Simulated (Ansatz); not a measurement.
# AlBrH2S2: geometry optimisation

Aim: relax AlBrH2S2 from a cheap starting geometry.

The runs use Ansatz 0.2.0, Gaussian basis; RKS PBE0-D4/def2-TZVP.

Plan: relaxation at PBE0-D4/def2-TZVP.

1 further run of the same task is left out (set aside as unsound or not needed).

### 1 Where the work starts

SMILES `[SH][Al]([SH])[Br]`, 6 atoms, charge 0, spin multiplicity 1.

Atoms are counted from 1 here; the program's logs count them from 0.

Bond lengths: S1–Al2 2.195 Å, S1–H5 1.331 Å, Al2–S3 2.195 Å, Al2–Br4 2.252 Å, S3–H6 1.331 Å. Angles: Al2–S1–H5 94.9°, S1–Al2–S3 121.6°, S1–Al2–Br4 119.0°, S3–Al2–Br4 119.4°, Al2–S3–H6 94.8°.

The start is a GFN2-xTB geometry.

### 2 Optimising with PBE0-D4/def2-TZVP

Input file in.yaml:

```yaml
crystal:
  periodic: [false, false, false]
  atoms:
    - {symbol: S, position_ang: [-0.160480, 1.863720, 0.533270]}
    - {symbol: Al, position_ang: [0.111840, 0.078770, -0.714470]}
    - {symbol: S, position_ang: [0.042030, -1.941650, 0.139940]}
    - {symbol: Br, position_ang: [0.469050, 0.333840, -2.923450]}
    - {symbol: H, position_ang: [-0.672460, 1.201560, 1.568220]}
    - {symbol: H, position_ang: [0.210030, -1.536250, 1.396480]}
basis:
  gaussian: {orbitals: def2-TZVP}
hamiltonian: {xc: pbe0, dispersion: d4}
relax: {f_tol: 0.005, max_steps: 150}
```

Launch:

```sh
> ansatz run in.yaml --threads 2 --pin off --events-out ev --progress --plain --max-ram 32768MiB --backend cuda --devices 0, --max-vram 18GiB
```

**Question.** What will the summary of the whole plan be? Wanted: point group; shift from the start; total energy; dispersion term; dipole moment.

The runs gave:

```
                  quantity           value
               point group             C2v
                     steps               8
shift from the start (rms)         0.179 Å
              total energy  -98333.4603 eV
           dispersion term        -172 meV
             dipole moment          2.02 D
```

What this shows: The relaxed geometry lies 0.18 Å (rms) from the start; the bond that changed most is S1–Al2, from 2.195 to 2.170 Å. No vibrations were run, so it is not proven to be a minimum. The largest Mulliken charge, +0.46 e, sits on Al2.
